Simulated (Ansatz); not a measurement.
# Ga4SbAs3: the cost of one run

Program: Ansatz 0.2.0. Level of theory: DFT PBE, scalar-relativistic, plane waves, PAW, unless a step names another level. These are calculated values, not measurements.

1 further run of the same task is left out (set aside as unsound or not needed).

## Step 1: The structure to begin with

It takes space group P-43m (No. 215, cubic). Conventional cell: a = 5.868 Å, b = 5.868 Å, c = 5.868 Å, α = 90.00°, β = 90.00°, γ = 90.00°. Ga (site symmetry 3m) is surrounded by 3 As at 2.51 Å and 1 Sb at 2.62 Å. Sb (site symmetry -43m) has 4 Ga at 2.62 Å as nearest neighbours. As (site symmetry -42m) has 4 Ga at 2.51 Å as nearest neighbours.

As a file:

```
Ga Sb As
1.0
     5.86765    0.00000    0.00000
     0.00000    5.86765    0.00000
     0.00000    0.00000    5.86765
Ga Sb As
4 1 3
Direct
  0.24179 0.75821 0.75821
  0.24179 0.24179 0.24179
  0.75821 0.75821 0.24179
  0.75821 0.24179 0.75821
  0.50000 0.50000 0.50000
  0.00000 0.50000 0.00000
  0.00000 0.00000 0.50000
  0.50000 0.00000 0.00000
```

It is the end of an earlier relaxation with the same method, from a generated guess; it needn't be the stable form of this composition. At a tolerance of 0.05 Å it has space group P-43m (No. 215); it has 25.25 Å³/atom, an uncorrected energy of -0.28 eV/atom over the elements.

## Step 2: Electronic structure at the relaxed geometry

input.yaml reads:

```yaml
crystal:
  lattice:
    - [5.8676539696, 0.0, 0.0]
    - [0.0, 5.8676539696, 0.0]
    - [0.0, 0.0, 5.8676539696]
  atoms:
    - { symbol: Ga, position: [0.24179184, 0.75820816, 0.75820816] }
    - { symbol: Ga, position: [0.24179184, 0.24179184, 0.24179184] }
    - { symbol: Ga, position: [0.75820816, 0.75820816, 0.24179184] }
    - { symbol: Ga, position: [0.75820816, 0.24179184, 0.75820816] }
    - { symbol: Sb, position: [0.5, 0.5, 0.5] }
    - { symbol: As, position: [0.0, 0.5, 0.0] }
    - { symbol: As, position: [0.0, 0.0, 0.5] }
    - { symbol: As, position: [0.5, 0.0, 0.0] }
basis:
  ecutwfc: 420
kpoints:
  mp_grid: { grid: [6, 6, 6] }
  band_path:
    path:
      - [[0.0, 0.0, 0.0], [0.0, 0.5, 0.0], [0.5, 0.5, 0.0], [0.0, 0.0, 0.0], [0.5, 0.5, 0.5], [0.0, 0.5, 0.0]]
      - [[0.5, 0.5, 0.5], [0.5, 0.5, 0.0]]
    npoints: 14
hamiltonian:
  xc: pbe
scf:
  occupations: { method: gaussian, width: 0.1 }
  n_extra_bands: 20
output:
  forces: true
  stress: true
  eigenvalues: true
  populations: true
  dos: { projected: true, de: 0.02, nscf_kmesh: { grid: [8, 8, 8] } }
  bader: true
```

Command:

```sh
> ansatz run input.yaml --threads 1 --pin off --max-ram 2560MiB --backend cpu --events-out ev --progress --plain --runs-dir out
```

Q: Estimate wall time and peak memory on 1 thread of Intel Xeon 6975P-C (Granite Rapids), shared host.

About 2.1 min, with a peak of 0.97 GiB.
